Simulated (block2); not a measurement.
**InCl (SMILES [Cl][In]): DMRG/STO-6G**

Aim: the vertical singlet–triplet gap of InCl at DMRG/STO-6G, from 2 runs. Input form: a Python script.

The results are computed with block2 0.5.4.

4 further runs of the same task are left out: 4 set aside as unsound or not needed. Runs told in other sessions of the task aren't counted.

**1. Starting point**

The species is InCl (2 atoms), meant as a singlet with charge 0. As SMILES, `[Cl][In]`. Geometry: relaxed at PBE0-D4/def2-TZVP.

Bond lengths: Cl1–In2 2.414 Å.

**2. The energy at DMRG/STO-6G**

The input, dmrg.py:

```python
import numpy as np
from pyscf import cc, dft, gto, mcscf, mp, scf
from pyblock2._pyscf.ao2mo import integrals as itg
from pyblock2.driver.core import DMRGDriver, SymmetryTypes

mol = gto.M(atom=[
    ("Cl", (0.000000, -0.000000, -0.013930)),
    ("In", (-0.000000, 0.000000, 2.399590)),
], basis="sto-6g", spin=0, verbose=3, max_memory=2000)
print("nao = %d" % (mol.nao))
mf = scf.RHF(mol)
mf.conv_tol = 1e-10
mf.max_cycle = 200
mf.kernel()
if not mf.converged:
    mf = mf.newton().run(mf.mo_coeff, mf.mo_occ)
print(f"reference energy = {mf.e_tot:.10f}")
# single-reference ladder for comparison
ref = mf
pt = mp.MP2(ref, frozen=23).run()
mycc = cc.CCSD(ref, frozen=23)
mycc.max_cycle = 150
mycc.kernel()
print("E(MP2) = %.10f" % (pt.e_tot))
if mycc.converged:
    print(f"CCSD total energy = {mycc.e_tot:.10f}")
    print(f"CCSD(T) total energy = {mycc.e_tot + mycc.ccsd_t():.10f}")
    print("T1 diagnostic = %.4f" % (mycc.get_t1_diagnostic()))
# a few density functionals on the same geometry and basis
ks = dft.RKS(mol, xc="pbe").set(conv_tol=1e-9, verbose=3).run()
if ks.converged:
    print(f"E(PBE) = {ks.e_tot:.8f}")
ks = dft.RKS(mol, xc="camb3lyp").set(conv_tol=1e-9, verbose=3).run()
if ks.converged:
    print("E(CAM-B3LYP) = %.8f" % (ks.e_tot))
ks = dft.RKS(mol, xc="tpss").set(conv_tol=1e-9, verbose=3).run()
if ks.converged:
    print("E(TPSS) = %.8f" % (ks.e_tot))
ks = dft.RKS(mol, xc="blyp").set(conv_tol=1e-9, verbose=3).run()
if ks.converged:
    print(f"E(BLYP) = {ks.e_tot:.8f}")
# CCSD natural orbitals
occ_no, mo = mcscf.addons.make_natural_orbitals(cc.CCSD(mf, frozen=23).run())
mf.mo_coeff = mo
ncas, n_elec, spin, ecore, h1e, g2e, orb_sym = itg.get_rhf_integrals(mf, ncore=23, ncas=13, pg_symm=False, g2e_symm=1)
drv = DMRGDriver(scratch="./tmp", symm_type=SymmetryTypes.SU2, stack_mem=1500 << 20, n_threads=1)
# order the orbitals along the chain
idx = drv.orbital_reordering(h1e, g2e, method="gaopt")
print("orbital order:", idx.tolist())
h1e = h1e[np.ix_(idx, idx)]
g2e = g2e[np.ix_(idx, idx, idx, idx)]
orb_sym = np.array(orb_sym)[idx]
drv.initialize_system(n_sites=ncas, n_elec=n_elec, spin=spin, orb_sym=orb_sym)
mpo = drv.get_qc_mpo(h1e=h1e, g2e=g2e, ecore=ecore, iprint=0)
occs = np.array([1.8] * 10 + [0.2] * 3)[idx]
mps = drv.get_random_mps(tag="GS", bond_dim=18, nroots=1, occs=occs)
bond_dims = [18] * 2 + [37] * 4 + [75] * 3 + [150] * 3
noises = [0.001] * 2 + [0.0001] * 4 + [0.0001] * 3 + [1e-05] * 3 + [0]
thrds = [1e-08] * 12
e = drv.dmrg(mpo, mps, n_sweeps=18, tol=1e-07, bond_dims=bond_dims, noises=noises, thrds=thrds, iprint=1)
ms, dws, es = drv.get_dmrg_results()
print("discarded weight = %.3e" % (dws[-1]))
print(f"E(final) = {e:.10f}")
dm1 = drv.get_1pdm(mps)
print("occupation numbers =", np.round(np.linalg.eigvalsh(dm1)[::-1], 5).tolist())
c_act = mf.mo_coeff[:, 23:36][:, idx]
dm_ao = c_act @ dm1 @ c_act.T + 2 * mf.mo_coeff[:, :23] @ mf.mo_coeff[:, :23].T
print("dipole / D =", np.round(scf.hf.dip_moment(mol, dm_ao, verbose=0), 4).tolist())
print("max block entropy = %.4f" % (max(drv.get_bipartite_entanglement(mps))))
csf, coef = drv.get_csf_coefficients(mps, cutoff=0.1, iprint=1)
print(f"leading coefficient squared = {np.max(np.abs(coef)) ** 2:.4f}")
# exact diagonalisation in the same space
ci = mcscf.CASCI(mf, 13, (10, 10))
ci.fix_spin_(ss=0)
ci.fcisolver.conv_tol = 1e-10
ci.fcisolver.max_cycle = 200
ci.kernel()
print("FCI energy = %.10f" % (ci.e_tot))
```

Launch:

```bash
$ python dmrg.py
```

Output:

```text
nao = 36
converged SCF energy = -6170.6880653328
reference energy = -6170.6880653328
E(RMP2) = -6170.71333351036  E_corr = -0.0252681775655697
E(SCS-RMP2) = -6170.71672050848  E_corr = -0.0286551756859061
E(CCSD) = -6170.727774910184  E_corr = -0.03970957738787974
E(MP2) = -6170.7133335104
CCSD total energy = -6170.7277749102
CCSD(T) correction = -0.000850002103477462
CCSD(T) total energy = -6170.7286249123
T1 diagnostic = 0.0083
converged SCF energy = -6172.61770484725
E(PBE) = -6172.61770485
converged SCF energy = -6173.57494353809
E(CAM-B3LYP) = -6173.57494354
converged SCF energy = -6173.22985062188
E(TPSS) = -6173.22985062
converged SCF energy = -6173.25218482611
E(BLYP) = -6173.25218483
E(CCSD) = -6170.727774910184  E_corr = -0.03970957738787974
orbital order: [4, 1, 2, 5, 3, 11, 9, 10, 12, 8, 0, 6, 7]

Sweep =    0 | Direction =  forward | Bond dimension =   18 | Noise =  1.00e-03 | Dav threshold =  1.00e-08
Time elapsed =      0.177 | E =   -6170.7270553494 | DW = 4.98276e-06

Sweep =    1 | Direction = backward | Bond dimension =   18 | Noise =  1.00e-03 | Dav threshold =  1.00e-08
Time elapsed =      0.394 | E =   -6170.7278372561 | DE = -7.82e-04 | DW = 7.32625e-05

Sweep =    2 | Direction =  forward | Bond dimension =   37 | Noise =  1.00e-04 | Dav threshold =  1.00e-08
Time elapsed =      0.749 | E =   -6170.7287865298 | DE = -9.49e-04 | DW = 1.36014e-06

Sweep =    3 | Direction = backward | Bond dimension =   37 | Noise =  1.00e-04 | Dav threshold =  1.00e-08
Time elapsed =      1.202 | E =   -6170.7287987811 | DE = -1.23e-05 | DW = 2.31258e-06

Sweep =    4 | Direction =  forward | Bond dimension =   37 | Noise =  1.00e-04 | Dav threshold =  1.00e-08
Time elapsed =      1.664 | E =   -6170.7287999098 | DE = -1.13e-06 | DW = 2.49435e-06

Sweep =    5 | Direction = backward | Bond dimension =   37 | Noise =  1.00e-04 | Dav threshold =  1.00e-08
Time elapsed =      2.121 | E =   -6170.7287999337 | DE = -2.39e-08 | DW = 2.33088e-06

Sweep =    6 | Direction =  forward | Bond dimension =   75 | Noise =  1.00e-04 | Dav threshold =  1.00e-08
Time elapsed =      2.911 | E =   -6170.7288064755 | DE = -6.54e-06 | DW = 1.12685e-07

Sweep =    7 | Direction = backward | Bond dimension =   75 | Noise =  1.00e-04 | Dav threshold =  1.00e-08
Time elapsed =      3.986 | E =   -6170.7288070952 | DE = -6.20e-07 | DW = 1.88812e-07

Sweep =    8 | Direction =  forward | Bond dimension =   75 | Noise =  1.00e-04 | Dav threshold =  1.00e-08
Time elapsed =      5.062 | E =   -6170.7288072952 | DE = -2.00e-07 | DW = 1.80835e-07

Sweep =    9 | Direction = backward | Bond dimension =  150 | Noise =  1.00e-05 | Dav threshold =  1.00e-08
Time elapsed =      7.079 | E =   -6170.7288074086 | DE = -1.13e-07 | DW = 4.31625e-10

Sweep =   10 | Direction =  forward | Bond dimension =  150 | Noise =  1.00e-05 | Dav threshold =  1.00e-08
Time elapsed =      9.616 | E =   -6170.7288074086 | DE = 1.38e-11 | DW = 4.12169e-10

Sweep =   11 | Direction = backward | Bond dimension =  150 | Noise =  1.00e-05 | Dav threshold =  1.00e-08
Time elapsed =     12.117 | E =   -6170.7288074079 | DE = 7.44e-10 | DW = 2.21712e-10

Sweep =   12 | Direction =  forward | Bond dimension =  150 | Noise =  0.00e+00 | Dav threshold =  1.00e-08
Time elapsed =     14.190 | E =   -6170.7288074077 | DE = 2.09e-10 | DW = 1.30764e-18

discarded weight = 1.308e-18
E(final) = -6170.7288074077
occupation numbers = [1.99987, 1.9998, 1.9998, 1.99979, 1.99965, 1.99965, 1.99564, 1.99564, 1.98793, 1.87722, 0.06154, 0.06154, 0.02194]
dipole / D = [-0.0, -0.0, 3.6714]
max block entropy = 0.1892
mps center changed (temporarily)
DTRIE T =      0.003
Number of CSF =          3 (cutoff =       0.1)
Sum of weights of included CSF =    0.984047474628239

CSF          0 2222202002222  =    0.963496932971188
CSF          1 2222200202222  =   -0.166914884655425
CSF          2 2222220002222  =   -0.166914816789343
leading coefficient squared = 0.9283
CASCI E = -6170.72880741129  E(CI) = -92.1152827325905  S^2 = 0.0000000
FCI energy = -6170.7288074113
```

It took 49 s on 1 thread of Arm Neoverse V1, shared host; peak memory 0.34 GiB.

**3. The triplet: the energy at DMRG/STO-6G**

The input, dmrg.py:

```python
import numpy as np
from pyscf import cc, dft, gto, mcscf, mp, scf
from pyblock2._pyscf.ao2mo import integrals as itg
from pyblock2.driver.core import DMRGDriver, SymmetryTypes

mol = gto.M(atom="""
Cl     0.000000     0.000000    -0.013930
In     0.000000     0.000000     2.399590
""", basis="sto-6g", spin=2, verbose=3, max_memory=2000)
print("basis functions         : %d" % (mol.nao))
mf = scf.ROHF(mol)
mf.conv_tol = 1e-10
mf.max_cycle = 200
mf.kernel()
if not mf.converged:
    mf = mf.newton().run(mf.mo_coeff, mf.mo_occ)
print("SCF energy              : %.10f" % (mf.e_tot))
ref = scf.UHF(mol).run(mf.make_rdm1(), conv_tol=1e-10)
pt = mp.MP2(ref, frozen=23).run()
mycc = cc.CCSD(ref, frozen=23)
mycc.max_cycle = 150
mycc.kernel()
print("MP2 total energy        : %.10f" % (pt.e_tot))
if mycc.converged:
    print("CCSD total energy       : %.10f" % (mycc.e_tot))
    print("CCSD(T) total energy    : %.10f" % (mycc.e_tot + mycc.ccsd_t()))
ks = dft.UKS(mol, xc="pbe").set(conv_tol=1e-9, verbose=3).run(mf.make_rdm1())
if ks.converged:
    print(f"E(PBE)                  : {ks.e_tot:.8f}")
ks = dft.UKS(mol, xc="camb3lyp").set(conv_tol=1e-9, verbose=3).run(mf.make_rdm1())
if ks.converged:
    print(f"E(CAM-B3LYP)            : {ks.e_tot:.8f}")
ks = dft.UKS(mol, xc="tpss").set(conv_tol=1e-9, verbose=3).run(mf.make_rdm1())
if ks.converged:
    print(f"E(TPSS)                 : {ks.e_tot:.8f}")
ks = dft.UKS(mol, xc="blyp").set(conv_tol=1e-9, verbose=3).run(mf.make_rdm1())
if ks.converged:
    print("E(BLYP)                 : %.8f" % (ks.e_tot))
occ_no, mo = mcscf.addons.make_natural_orbitals(cc.CCSD(mf.to_uhf(), frozen=23).run())
mf.mo_coeff = mo
ncas, n_elec, spin, ecore, h1e, g2e, orb_sym = itg.get_rhf_integrals(mf, ncore=23, ncas=13, pg_symm=False, g2e_symm=8)
driver = DMRGDriver(scratch="./tmp", symm_type=SymmetryTypes.SU2, stack_mem=1500 << 20, n_threads=1)
driver.initialize_system(n_sites=ncas, n_elec=n_elec, spin=spin, orb_sym=orb_sym)
mpo = driver.get_qc_mpo(h1e=h1e, g2e=g2e, ecore=ecore, iprint=1)
occs = np.array([1.8] * 9 + [1.0] * 2 + [0.2] * 2)
ket = driver.get_random_mps(tag="GS", bond_dim=18, nroots=1, occs=occs)
bond_dims = [18] * 3 + [37] * 4 + [75] * 2 + [150] * 4
noises = [0.001] * 3 + [0.0001] * 4 + [0.0001] * 2 + [1e-05] * 4 + [0]
thrds = [1e-07] * 13
e = driver.dmrg(mpo, ket, n_sweeps=19, tol=1e-07, bond_dims=bond_dims, noises=noises, thrds=thrds, iprint=1)
ms, dws, es = driver.get_dmrg_results()
print("discarded weight        : %.3e" % (dws[-1]))
print("total energy            : %.10f" % (e))
dm1 = driver.get_1pdm(ket)
print("occupation numbers      :", np.round(np.linalg.eigvalsh(dm1)[::-1], 5).tolist())
c_act = mf.mo_coeff[:, 23:36]
dm_ao = c_act @ dm1 @ c_act.T + 2 * mf.mo_coeff[:, :23] @ mf.mo_coeff[:, :23].T
print("dipole moment (debye)   :", np.round(scf.hf.dip_moment(mol, dm_ao, verbose=0), 4).tolist())
print("largest bipartite entropy: %.4f" % (max(driver.get_bipartite_entanglement(ket))))
csf, coef = driver.get_csf_coefficients(ket, cutoff=0.05, iprint=1)
print("c0^2                    : %.4f" % (np.max(np.abs(coef)) ** 2))
ci = mcscf.CASCI(mf, 13, (11, 9))
ci.fix_spin_(ss=2)
ci.fcisolver.conv_tol = 1e-10
ci.fcisolver.max_cycle = 200
ci.kernel()
print("exact diagonalisation   : %.10f" % (ci.e_tot))
```

Launch:

```bash
$ python dmrg.py
```

Output:

```text
basis functions         : 36
converged SCF energy = -6170.62218878591
SCF energy              : -6170.6221887859
converged SCF energy = -6170.62254656086  <S^2> = 2.0022049  2S+1 = 3.0014696
E(UMP2) = -6170.63119815058  E_corr = -0.00865158971958038
E(SCS-UMP2) = -6170.63186723192  E_corr = -0.00932067106679792
E(UCCSD) = -6170.635019828531  E_corr = -0.01247326767317397
MP2 total energy        : -6170.6311981506
CCSD total energy       : -6170.6350198285
UCCSD(T) correction = -0.000589075647850785
CCSD(T) total energy    : -6170.6356089042

WARN: HOMO 0.00144356967359888 >= LUMO -0.0557678637164518

WARN: HOMO 0.0110038126554179 >= LUMO -0.0744792472100557

WARN: HOMO 0.00117873149665212 >= LUMO -0.0766998501481354

WARN: HOMO 0.00406647723030773 >= LUMO -0.0728948044770869

WARN: HOMO 0.00419345338174304 >= LUMO -0.0733942850207982

WARN: HOMO 0.00421544853766792 >= LUMO -0.0733834959325438

WARN: HOMO 0.00421348776677824 >= LUMO -0.0733897377180029

WARN: HOMO 0.00421367445358045 >= LUMO -0.073389599206351

WARN: HOMO 0.00421379925268989 >= LUMO -0.0733894529341215

converged SCF energy = -6172.52258315354  <S^2> = 2.0019564  2S+1 = 3.001304
E(PBE)                  : -6172.52258315
converged SCF energy = -6173.47876628313  <S^2> = 2.0008706  2S+1 = 3.0005803
E(CAM-B3LYP)            : -6173.47876628

WARN: HOMO -0.00145247185922245 >= LUMO -0.0738242082530498

WARN: HOMO -0.00916556579320274 >= LUMO -0.0838646632064641

WARN: HOMO -0.00715352618956472 >= LUMO -0.0887084040650959

WARN: HOMO -0.00126583090974999 >= LUMO -0.0794288922074831

WARN: HOMO -0.00102654996234752 >= LUMO -0.0737390985436191

WARN: HOMO -0.00104365237155687 >= LUMO -0.0745492244603121

WARN: HOMO -0.0010465253397097 >= LUMO -0.074200177555102

WARN: HOMO -0.00104801068377314 >= LUMO -0.0742047751309923

WARN: HOMO -0.00104827875662239 >= LUMO -0.0742112565139332

WARN: HOMO -0.00104826295690896 >= LUMO -0.0742114179977515

WARN: HOMO -0.00104827017869369 >= LUMO -0.0742114251796043

WARN: HOMO -0.00104827714625727 >= LUMO -0.0742114330258191

WARN: HOMO -0.00104826284058532 >= LUMO -0.0742114119899195

converged SCF energy = -6173.14140835298  <S^2> = 2.0028748  2S+1 = 3.0019159
E(TPSS)                 : -6173.14140835

WARN: HOMO 0.0102205316754623 >= LUMO -0.0527799586748694

WARN: HOMO 0.0130585239720994 >= LUMO -0.0848638793262882

WARN: HOMO 0.00797777213558504 >= LUMO -0.0793714007123635

WARN: HOMO 0.0124191798460101 >= LUMO -0.0738523238356148

WARN: HOMO 0.012872672235015 >= LUMO -0.0742810145404844

WARN: HOMO 0.0128519431449306 >= LUMO -0.0744349590791817

WARN: HOMO 0.0128624751002324 >= LUMO -0.0744372667349377

WARN: HOMO 0.0128622217776927 >= LUMO -0.0744350423189205

WARN: HOMO 0.0128622181883345 >= LUMO -0.0744351310602298

converged SCF energy = -6173.15315009294  <S^2> = 2.0010421  2S+1 = 3.0006946
E(BLYP)                 : -6173.15315009
E(UCCSD) = -6170.635018071617  E_corr = -0.01282928570816169
integral symmetrize error =  0.0
integral cutoff error =  0.0
mpo terms =      16081

Build MPO | Nsites =    13 | Nterms =      16081 | Algorithm = FastBIP | Cutoff = 1.00e-20
 Site =     0 /    13 .. Mmpo =    13 DW = 0.00e+00 NNZ =       13 SPT = 0.0000 Tmvc = 0.001 T = 0.003
 Site =     1 /    13 .. Mmpo =    46 DW = 0.00e+00 NNZ =       54 SPT = 0.9097 Tmvc = 0.001 T = 0.004
 Site =     2 /    13 .. Mmpo =    70 DW = 0.00e+00 NNZ =      615 SPT = 0.8090 Tmvc = 0.001 T = 0.005
 Site =     3 /    13 .. Mmpo =   100 DW = 0.00e+00 NNZ =      761 SPT = 0.8913 Tmvc = 0.001 T = 0.005
 Site =     4 /    13 .. Mmpo =   138 DW = 0.00e+00 NNZ =     1142 SPT = 0.9172 Tmvc = 0.002 T = 0.006
 Site =     5 /    13 .. Mmpo =   184 DW = 0.00e+00 NNZ =     1509 SPT = 0.9406 Tmvc = 0.002 T = 0.007
 Site =     6 /    13 .. Mmpo =   184 DW = 0.00e+00 NNZ =     7115 SPT = 0.7898 Tmvc = 0.002 T = 0.012
 Site =     7 /    13 .. Mmpo =   138 DW = 0.00e+00 NNZ =     1487 SPT = 0.9414 Tmvc = 0.001 T = 0.004
 Site =     8 /    13 .. Mmpo =   100 DW = 0.00e+00 NNZ =     1135 SPT = 0.9178 Tmvc = 0.000 T = 0.003
 Site =     9 /    13 .. Mmpo =    70 DW = 0.00e+00 NNZ =      761 SPT = 0.8913 Tmvc = 0.000 T = 0.002
 Site =    10 /    13 .. Mmpo =    48 DW = 0.00e+00 NNZ =      445 SPT = 0.8676 Tmvc = 0.000 T = 0.001
 Site =    11 /    13 .. Mmpo =    14 DW = 0.00e+00 NNZ =      211 SPT = 0.6860 Tmvc = 0.000 T = 0.001
 Site =    12 /    13 .. Mmpo =     1 DW = 0.00e+00 NNZ =       14 SPT = 0.0000 Tmvc = 0.000 T = 0.000
Ttotal =      0.052 Tmvc-total = 0.011 MPO bond dimension =   184 MaxDW = 0.00e+00
NNZ =        15262 SIZE =       134117 SPT = 0.8862

Rank =     0 Ttotal =      0.054 MPO method = FastBipartite bond dimension =     184 NNZ =        15262 SIZE =       134117 SPT = 0.8862

Sweep =    0 | Direction =  forward | Bond dimension =   18 | Noise =  1.00e-03 | Dav threshold =  1.00e-07
Time elapsed =      0.248 | E =   -6170.6315915227 | DW = 7.48627e-05

Sweep =    1 | Direction = backward | Bond dimension =   18 | Noise =  1.00e-03 | Dav threshold =  1.00e-07
Time elapsed =      0.505 | E =   -6170.6346703113 | DE = -3.08e-03 | DW = 2.89135e-04

Sweep =    2 | Direction =  forward | Bond dimension =   18 | Noise =  1.00e-03 | Dav threshold =  1.00e-07
Time elapsed =      0.787 | E =   -6170.6347979097 | DE = -1.28e-04 | DW = 1.83587e-04

Sweep =    3 | Direction = backward | Bond dimension =   37 | Noise =  1.00e-04 | Dav threshold =  1.00e-07
Time elapsed =      1.194 | E =   -6170.6356171671 | DE = -8.19e-04 | DW = 5.33964e-06

Sweep =    4 | Direction =  forward | Bond dimension =   37 | Noise =  1.00e-04 | Dav threshold =  1.00e-07
Time elapsed =      1.709 | E =   -6170.6357104285 | DE = -9.33e-05 | DW = 1.96839e-05

Sweep =    5 | Direction = backward | Bond dimension =   37 | Noise =  1.00e-04 | Dav threshold =  1.00e-07
Time elapsed =      2.186 | E =   -6170.6357176254 | DE = -7.20e-06 | DW = 2.17306e-05

Sweep =    6 | Direction =  forward | Bond dimension =   37 | Noise =  1.00e-04 | Dav threshold =  1.00e-07
Time elapsed =      2.675 | E =   -6170.6357187636 | DE = -1.14e-06 | DW = 2.18669e-05

Sweep =    7 | Direction = backward | Bond dimension =   75 | Noise =  1.00e-04 | Dav threshold =  1.00e-07
Time elapsed =      3.524 | E =   -6170.6357432474 | DE = -2.45e-05 | DW = 4.39866e-07

Sweep =    8 | Direction =  forward | Bond dimension =   75 | Noise =  1.00e-04 | Dav threshold =  1.00e-07
Time elapsed =      4.745 | E =   -6170.6357592776 | DE = -1.60e-05 | DW = 1.01194e-06

Sweep =    9 | Direction = backward | Bond dimension =  150 | Noise =  1.00e-05 | Dav threshold =  1.00e-07
Time elapsed =      6.904 | E =   -6170.6357613781 | DE = -2.10e-06 | DW = 9.67037e-09

Sweep =   10 | Direction =  forward | Bond dimension =  150 | Noise =  1.00e-05 | Dav threshold =  1.00e-07
Time elapsed =      9.802 | E =   -6170.6357616520 | DE = -2.74e-07 | DW = 8.62400e-09

Sweep =   11 | Direction = backward | Bond dimension =  150 | Noise =  1.00e-05 | Dav threshold =  1.00e-07
Time elapsed =     12.574 | E =   -6170.6357616647 | DE = -1.26e-08 | DW = 2.02597e-08

Sweep =   12 | Direction =  forward | Bond dimension =  150 | Noise =  1.00e-05 | Dav threshold =  1.00e-07
Time elapsed =     15.398 | E =   -6170.6357616645 | DE = 2.39e-10 | DW = 3.16090e-09

Sweep =   13 | Direction = backward | Bond dimension =  150 | Noise =  0.00e+00 | Dav threshold =  1.00e-08
Time elapsed =     18.223 | E =   -6170.6357617161 | DE = -5.16e-08 | DW = 1.25627e-09

discarded weight        : 1.256e-09
total energy            : -6170.6357617161
occupation numbers      : [1.99987, 1.99987, 1.99976, 1.99976, 1.99973, 1.99916, 1.99865, 1.99261, 1.97938, 1.00107, 0.99982, 0.01743, 0.01288]
dipole moment (debye)   : [0.0, -0.0, 4.6172]
largest bipartite entropy: 0.1378
DTRIE T =      0.001
Number of CSF =          2 (cutoff =      0.05)
Sum of weights of included CSF =    0.984611653053994

CSF          0 222222222--00  =   -0.990334296181795
CSF          1 222222220--20  =    0.062045425779047
c0^2                    : 0.9808
CASCI E = -6170.63576173140  E(CI) = -92.0296312457240  S^2 = 2.0000000
exact diagonalisation   : -6170.6357617314
```

It took 59 s on 1 thread of Arm Neoverse V1, shared host; peak memory 0.38 GiB.

**4. Summary of results**

Level: DMRG/STO-6G, 23 core orbitals frozen.

```
                                                                   quantity           value
                                           run 1, DMRG/STO-6G: total energy  -6170.72881 Eh
run 1, DMRG/STO-6G: dipole moment (of the density that the program reports)          3.67 D
                         run 1, DMRG/STO-6G: T1 diagnostic of the CCSD step           0.008
                                                      triplet: total energy  -6170.63576 Eh
           triplet: dipole moment (of the density that the program reports)          4.62 D
                           vertical energy of the triplet above the singlet        2.532 eV
```

**Reading.** At this shape the triplet lies 2.53 eV (244 kJ/mol) above the singlet. In a minimal basis such a difference can be off by several eV, whatever the method. Relativity is left out (run 1, DMRG/STO-6G) although the molecule holds a heavy atom. Relativity is left out (triplet) although the molecule holds a heavy atom.
